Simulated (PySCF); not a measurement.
# Nd(OH)3: forces at shaken geometries

How stiff is Nd(OH)3? Its atoms are displaced at random by several amounts. It is a constructed species; whether it can be made isn't addressed.

Computed with PySCF 2.14.0. Level: BP86, Nd lcecp-1-SVP with ECP49, O def2-SVP, H def2-SVP; scalar-relativistic core potentials, no spin–orbit coupling.

4 further runs of the same task are left out: 2 for a known fault of the program, 2 that didn't finish.

## 1. Where the work starts

7 atoms, charge 0, spin multiplicity 1.

Bond lengths: Nd1–O2 2.113 Å, Nd1–O4 2.113 Å, Nd1–O6 2.113 Å, O2–H3 0.969 Å, O4–H5 0.969 Å, O6–H7 0.969 Å. Angles: O2–Nd1–O4 115.8°, O2–Nd1–O6 115.8°, O4–Nd1–O6 115.8°, Nd1–O2–H3 171.2°, Nd1–O4–H5 171.2°, Nd1–O6–H7 171.2°.

Coordinates:

```xyz
7
H3NdO3
Nd    0.0000    0.0000   -0.3793
O     2.0668    0.0000    0.0596
H     2.9722    0.0000    0.4040
O    -1.0334    1.7899    0.0596
H    -1.4861    2.5740    0.4040
O    -1.0334   -1.7899    0.0596
H    -1.4861   -2.5741    0.4040
```

Formal oxidation states: Nd +3. Each metal's 3 4f electrons lie in its core potential, so multiplicities, spins and levels count the valence alone. An earlier session relaxed this geometry at BP86, Nd lcecp-1-SVP with ECP49, O def2-SVP, H def2-SVP (singlet, point group C3v).

Its energy there is -261.473133 Eh.

## 2. Atoms moved at random, σ = 0.03 Å

The input, run.py (the lines that set the calculation):

```python
mol = gto.M(atom='''
Nd    -0.05666     0.01170    -0.36778
O      2.07012    -0.02035     0.08291
H      3.08285    -0.03541     0.37194
O     -1.06025     1.75362     0.04472
H     -1.48147     2.61749     0.42914
O     -1.07703    -1.78789     0.05997
H     -1.47756    -2.53916     0.39069''',
    basis={'Nd': 'lcecp-1-SVP', 'O': 'def2-SVP', 'H': 'def2-SVP'},
    ecp={'Nd': 'lcecp-1-SVP'},
    charge=0, spin=0)
mf = dft.RKS(mol, xc='B88,P86')
mf.grids.atom_grid = (50, 194)  # f atoms: unpruned, at least (60, 302)
mf = mf.density_fit()  # fitting sets: Nd AutoAux, O def2-universal-JKFIT, H def2-universal-JKFIT
mf.conv_tol = 1e-08; mf.max_cycle = 55
mf.kernel(dm0)  # dm0: the density of the relaxed state
```

Launch:

```
> OMP_NUM_THREADS=2 python run.py
```

Output:

```text
init E= -261.427813139477
  HOMO = -0.221927406403194  LUMO = -0.0762280434839226  gap/eV = 3.96468
cycle= 1 E= -261.450983558008  delta_E= -0.0232  |g|= 0.167  |ddm|= 0.305
  HOMO = -0.158902013636442  LUMO = -0.0677346094478821  gap/eV = 2.48079
cycle= 2 E= -261.396207943496  delta_E= 0.0548  |g|= 0.531  |ddm|= 0.524
  HOMO = -0.207508395690105  LUMO = -0.0655127577459638  gap/eV = 3.86390
cycle= 3 E= -261.457833996816  delta_E= -0.0616  |g|= 0.0391  |ddm|= 0.373
  HOMO = -0.205736484463109  LUMO = -0.0658601155291691  gap/eV = 3.80623
cycle= 4 E= -261.457947282511  delta_E= -0.000113  |g|= 0.0351  |ddm|= 0.0505
  HOMO = -0.20770714687361  LUMO = -0.0658687062806891  gap/eV = 3.85962
cycle= 5 E= -261.458194608016  delta_E= -0.000247  |g|= 0.00319  |ddm|= 0.0241
  HOMO = -0.207888479789962  LUMO = -0.0660250052283402  gap/eV = 3.86030
cycle= 6 E= -261.458195994141  delta_E= -1.39e-06  |g|= 0.00184  |ddm|= 0.00339
  HOMO = -0.2079066251052  LUMO = -0.0660127886287007  gap/eV = 3.86113
cycle= 7 E= -261.458196588077  delta_E= -5.94e-07  |g|= 0.000683  |ddm|= 0.00148
  HOMO = -0.207931866794654  LUMO = -0.0659890510461167  gap/eV = 3.86246
cycle= 8 E= -261.458196694669  delta_E= -1.07e-07  |g|= 0.000113  |ddm|= 0.000611
  HOMO = -0.207947666242701  LUMO = -0.0659961283060468  gap/eV = 3.86270
cycle= 9 E= -261.458196697539  delta_E= -2.87e-09  |g|= 2.71e-05  |ddm|= 0.000102
  HOMO = -0.207957200992134  LUMO = -0.0659943362327979  gap/eV = 3.86301
Extra cycle  E= -261.458196696522  delta_E= 1.02e-09  |g|= 7.39e-05  |ddm|= 7.95e-05
converged SCF energy = -261.458196696522
```

It took 4 s on 2 threads of Arm Neoverse V1, shared host.

Result: E = -261.458197 Eh (+0.406 eV from the relaxed state), HOMO -5.66 eV, LUMO -1.80 eV, Mulliken charge on Nd1 +0.87 e, largest force component 3.162 eV/Å. 

```
atom      Fx      Fy  Fz (eV/Å)
 Nd1   1.581  -1.007     -0.022
  O2   2.219   0.003      0.595
  H3  -3.157   0.050     -0.834
  O4  -1.619   3.162      1.245
  H5   1.047  -2.209     -0.995
  O6   1.456   2.823     -1.227
  H7  -1.527  -2.823      1.237
```

## 3. Atoms moved at random, σ = 0.06 Å

The input, run.py (the lines that set the calculation):

```python
mol = gto.M(atom='''
Nd     0.03486    -0.04668    -0.26513
O      2.07858     0.05779     0.11169
H      2.93843    -0.04154     0.34938
O     -0.99866     1.80853     0.00348
H     -1.54851     2.58100     0.37383
O     -1.02268    -1.83727     0.02718
H     -1.48202    -2.52183     0.41118''',
    basis={'Nd': 'lcecp-1-SVP', 'O': 'def2-SVP', 'H': 'def2-SVP'},
    ecp={'Nd': 'lcecp-1-SVP'},
    charge=0, spin=0)
mf = dft.RKS(mol, xc='B88,P86')
mf.grids.atom_grid = (50, 194)  # f atoms: unpruned, at least (60, 302)
mf = mf.density_fit()  # fitting sets: Nd AutoAux, O def2-universal-JKFIT, H def2-universal-JKFIT
mf.conv_tol = 1e-08; mf.max_cycle = 55
mf.kernel(dm0)  # dm0: the density of the relaxed state
```

Launch:

```
> OMP_NUM_THREADS=2 python run.py
```

Output:

```text
init E= -261.472818396009
  HOMO = -0.219436404633218  LUMO = -0.068881631925759  gap/eV = 4.09680
cycle= 1 E= -261.455043378493  delta_E= 0.0178  |g|= 0.133  |ddm|= 0.436
  HOMO = -0.175909796634057  LUMO = -0.0652521941299398  gap/eV = 3.01115
cycle= 2 E= -261.429067733564  delta_E= 0.026  |g|= 0.375  |ddm|= 0.388
  HOMO = -0.212616738405801  LUMO = -0.0658848694154948  gap/eV = 3.99278
cycle= 3 E= -261.4593943524  delta_E= -0.0303  |g|= 0.0325  |ddm|= 0.265
  HOMO = -0.211918160396708  LUMO = -0.0677168888144664  gap/eV = 3.92392
cycle= 4 E= -261.459541712351  delta_E= -0.000147  |g|= 0.0234  |ddm|= 0.045
  HOMO = -0.21352977917494  LUMO = -0.0674527240527425  gap/eV = 3.97496
cycle= 5 E= -261.459654982846  delta_E= -0.000113  |g|= 0.00295  |ddm|= 0.0172
  HOMO = -0.213382311527951  LUMO = -0.0672587492396701  gap/eV = 3.97622
cycle= 6 E= -261.459656661123  delta_E= -1.68e-06  |g|= 0.000681  |ddm|= 0.00317
  HOMO = -0.213407245417662  LUMO = -0.0673074467630208  gap/eV = 3.97558
cycle= 7 E= -261.459656842803  delta_E= -1.82e-07  |g|= 0.000459  |ddm|= 0.00094
  HOMO = -0.213409883896509  LUMO = -0.0673089518579033  gap/eV = 3.97561
cycle= 8 E= -261.459656884841  delta_E= -4.2e-08  |g|= 7.18e-05  |ddm|= 0.000341
  HOMO = -0.213415093321027  LUMO = -0.0673067849694178  gap/eV = 3.97581
cycle= 9 E= -261.459656886119  delta_E= -1.28e-09  |g|= 8.94e-06  |ddm|= 6.76e-05
  HOMO = -0.213417578575911  LUMO = -0.0673076314482444  gap/eV = 3.97585
Extra cycle  E= -261.459656886079  delta_E= 4.06e-11  |g|= 1.71e-05  |ddm|= 1.93e-05
converged SCF energy = -261.459656886079
```

It took 3.9 s on 2 threads of Arm Neoverse V1, shared host.

It gives: E = -261.459657 Eh (+0.367 eV from the relaxed state), HOMO -5.81 eV, LUMO -1.83 eV, Mulliken charge on Nd1 +0.87 e, largest force component 4.516 eV/Å. 

| atom | Fx | Fy | Fz (eV/Å) |
| --- | --- | --- | --- |
| Nd1 | -0.673 | 0.851 | -0.378 |
| O2 | -3.779 | 0.353 | -1.076 |
| H3 | 4.516 | -0.444 | 1.259 |
| O4 | -1.015 | 1.211 | 0.822 |
| H5 | 1.148 | -1.563 | -0.815 |
| O6 | 1.725 | 2.513 | -1.272 |
| H7 | -1.922 | -2.923 | 1.459 |

## 4. Atoms moved at random, σ = 0.1 Å

The input, run.py (the lines that set the calculation):

```python
mol = gto.M(atom='''
Nd    -0.03450    -0.16791    -0.37103
O      2.09505     0.02459     0.01326
H      3.17229    -0.00100     0.30166
O     -1.25544     1.91513    -0.00354
H     -1.43886     2.71122     0.47606
O     -0.92289    -1.70693     0.11284
H     -1.61564    -2.77511     0.48235''',
    basis={'Nd': 'lcecp-1-SVP', 'O': 'def2-SVP', 'H': 'def2-SVP'},
    ecp={'Nd': 'lcecp-1-SVP'},
    charge=0, spin=0)
mf = dft.RKS(mol, xc='B88,P86')
mf.grids.atom_grid = (50, 194)  # f atoms: unpruned, at least (60, 302)
mf = mf.density_fit()  # fitting sets: Nd AutoAux, O def2-universal-JKFIT, H def2-universal-JKFIT
mf.conv_tol = 1e-08; mf.max_cycle = 55
mf.kernel(dm0)  # dm0: the density of the relaxed state
```

Launch:

```
> OMP_NUM_THREADS=2 python run.py
```

Output:

```text
init E= -261.193651443035
  HOMO = -0.2959879500263  LUMO = -0.18654788441167  gap/eV = 2.97802
cycle= 1 E= -261.302528483669  delta_E= -0.109  |g|= 0.456  |ddm|= 0.969
  HOMO = -0.0792077802928521  LUMO = -0.0743795436625641  gap/eV = 0.13138
cycle= 2 E= -260.169737383122  delta_E= 1.13  |g|= 2.15  |ddm|=  2.3
  HOMO = -0.185323956908532  LUMO = -0.0645390479569551  gap/eV = 3.28672
cycle= 3 E= -261.298770077409  delta_E= -1.13  |g|= 0.473  |ddm|= 2.18
  HOMO = -0.159421525327203  LUMO = -0.0840538065635134  gap/eV = 2.05086
cycle= 4 E= -261.341737846226  delta_E= -0.043  |g|= 0.187  |ddm|= 0.449
  HOMO = -0.1624891064841  LUMO = -0.0924444160587541  gap/eV = 1.90601
cycle= 5 E= -261.347745000329  delta_E= -0.00601  |g|= 0.0562  |ddm|= 0.148
  HOMO = -0.166646839417682  LUMO = -0.0897469901620367  gap/eV = 2.09255
cycle= 6 E= -261.348526983292  delta_E= -0.000782  |g|= 0.0192  |ddm|= 0.0548
  HOMO = -0.168323707388305  LUMO = -0.0895478065003432  gap/eV = 2.14360
cycle= 7 E= -261.348622745745  delta_E= -9.58e-05  |g|= 0.0082  |ddm|= 0.0212
  HOMO = -0.16891986919202  LUMO = -0.0892142202942039  gap/eV = 2.16890
cycle= 8 E= -261.348635016149  delta_E= -1.23e-05  |g|= 0.00399  |ddm|= 0.00791
  HOMO = -0.169336624837642  LUMO = -0.0892653957914771  gap/eV = 2.17885
cycle= 9 E= -261.348638581775  delta_E= -3.57e-06  |g|= 0.000605  |ddm|= 0.0041
  HOMO = -0.169310549939844  LUMO = -0.0892947123219995  gap/eV = 2.17734
cycle= 10 E= -261.348638680246  delta_E= -9.85e-08  |g|= 8.12e-05  |ddm|= 0.000714
  HOMO = -0.169311527257887  LUMO = -0.0892967789184956  gap/eV = 2.17731
cycle= 11 E= -261.348638681991  delta_E= -1.74e-09  |g|= 1.43e-05  |ddm|= 0.00011
  HOMO = -0.169314181005614  LUMO = -0.0892989000790781  gap/eV = 2.17733
Extra cycle  E= -261.348638681803  delta_E= 1.87e-10  |g|= 3.34e-05  |ddm|= 3.65e-05
converged SCF energy = -261.348638681803
```

Run time: 4.2 s. Hardware: 2 threads of Arm Neoverse V1, shared host.

Result: E = -261.348639 Eh (+3.388 eV from the relaxed state), HOMO -4.61 eV, LUMO -2.43 eV, Mulliken charge on Nd1 +0.79 e, largest force component 10.548 eV/Å. 

```csv
atom,Fx,Fy,Fz (eV/Å)
Nd1,3.086,8.881,-1.275
O2,3.534,-0.372,0.940
H3,-4.445,0.053,-1.121
O4,1.440,-3.433,-1.134
H5,-0.189,1.014,0.667
O6,-6.310,-10.548,3.368
H7,2.885,4.405,-1.446
```

## 5. The displacements side by side

| σ (Å) | energy rise (eV) | harmonic estimate −½ F·u (eV) | largest force component (eV/Å) |
| --- | --- | --- | --- |
| 0.03 | 0.406 | 0.398 | 3.16 |
| 0.06 | 0.367 | 0.358 | 4.52 |
| 0.1 | 3.388 | 2.801 | 10.55 |

Every displacement raises the energy. For a harmonic well the rise equals −½ F·u; the two differ by at most 17 % here (a move with σ = 0.1 Å), from anharmonicity, the grid and the small forces left at the relaxed point. The bases are small and lack diffuse functions. Spin–orbit coupling is left out.
